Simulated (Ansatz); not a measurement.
# CHBO2: a ladder of functionals and wavefunction methods

An exercise on one series of results from a longer session: the logs are not shown, and one member is left open.

Computed with Ansatz 0.2.0, Gaussian basis. Level: functionals in def2-TZVPP, the program's frozen cores in correlated methods.

The runs, in order: LDA (SPW92), PBE-D4, revPBE-D4, BLYP-D4, r2SCAN-D4, B97M-V, PBE0-D4, B3LYP-D4, r2SCANh-D4, r2SCAN0-D4, HSE06-D4, BHLYP-D4, CAM-B3LYP-D4, LC-ωPBE, ωB97X-V, ωB97M-V, B2PLYP, PBE-QIDH; CCSD(T)/def2-SVP; CCSD(T)/def2-TZVPP; MP2/def2-QZVPP; extrapolation to the limit; RPA on PBE.

## Structure used throughout

All runs share one geometry, relaxed beforehand with PBE0-D4 in a triple-zeta def2 set.

5 atoms, charge 0, spin multiplicity 1.

Atoms are counted from 1 here; the program's logs count them from 0.

Bond lengths: O1–C2 1.122 Å, B3–O4 1.199 Å, B3–H5 1.172 Å. Angles: O4–B3–H5 179.1°.

Set-up of the first run:

Input file in.yaml:

```yaml
crystal:
  periodic: [false, false, false]
  atoms:
    - {symbol: O, position_ang: [-1.039910, -1.300134, 2.067731]}
    - {symbol: C, position_ang: [-0.804863, -0.340098, 1.535705]}
    - {symbol: B, position_ang: [0.627374, 0.529511, -1.207809]}
    - {symbol: O, position_ang: [0.801504, -0.638408, -1.415579]}
    - {symbol: H, position_ang: [0.465896, 1.675429, -1.021348]}
basis:
  gaussian: {orbitals: def2-TZVPP}
hamiltonian: {xc: lda}
output: {orbitals: {seedname: orbitals}}
```

Started as:

```bash
ansatz run in.yaml --threads 2 --pin off --events-out ev --progress --plain --max-ram 4352MiB
```

Among the steps run: LDA; PBE-D4 (GGA); revPBE-D4 (GGA); BLYP-D4 (GGA); r2SCAN-D4 (meta-GGA); B97M-V (meta-GGA); PBE0-D4 (hybrid); B3LYP-D4 (hybrid); r2SCANh-D4 (hybrid); r2SCAN0-D4 (hybrid); HSE06-D4 (hybrid); BHLYP-D4 (hybrid); CAM-B3LYP-D4 (range-separated); LC-ωPBE (range-separated); ωB97X-V (range-separated); ωB97M-V (range-separated); B2PLYP (double hybrid); PBE-QIDH (double hybrid).

One of the session's tables, all rows but one given; the rest of the session is left out.

| functional | HOMO (eV) | gap (eV) |
| --- | --- | --- |
| LDA (SPW92) | -8.83 | 6.55 |
| PBE-D4 | -8.65 | 6.63 |
| revPBE-D4 | ? | ? |
| BLYP-D4 | -8.54 | 6.59 |
| r2SCAN-D4 | -8.97 | 7.24 |
| B97M-V | -8.99 | 7.36 |
| PBE0-D4 | -10.21 | 9.40 |
| B3LYP-D4 | -9.95 | 8.80 |
| r2SCANh-D4 | -9.56 | 8.27 |
| r2SCAN0-D4 | -10.44 | 9.81 |
| HSE06-D4 | -9.80 | 8.60 |
| BHLYP-D4 | -11.68 | 11.98 |
| CAM-B3LYP-D4 | -11.72 | 12.05 |
| LC-ωPBE | -13.16 | 14.83 |
| ωB97X-V | -12.73 | 14.27 |
| ωB97M-V | -12.65 | 14.02 |

Q: Estimate the row for revPBE-D4 from the others.

**Answer.** HOMO (eV): -8.57; gap (eV): 6.66. In the column «HOMO (eV)» it lies between PBE-D4 (-8.65) and BLYP-D4 (-8.54).
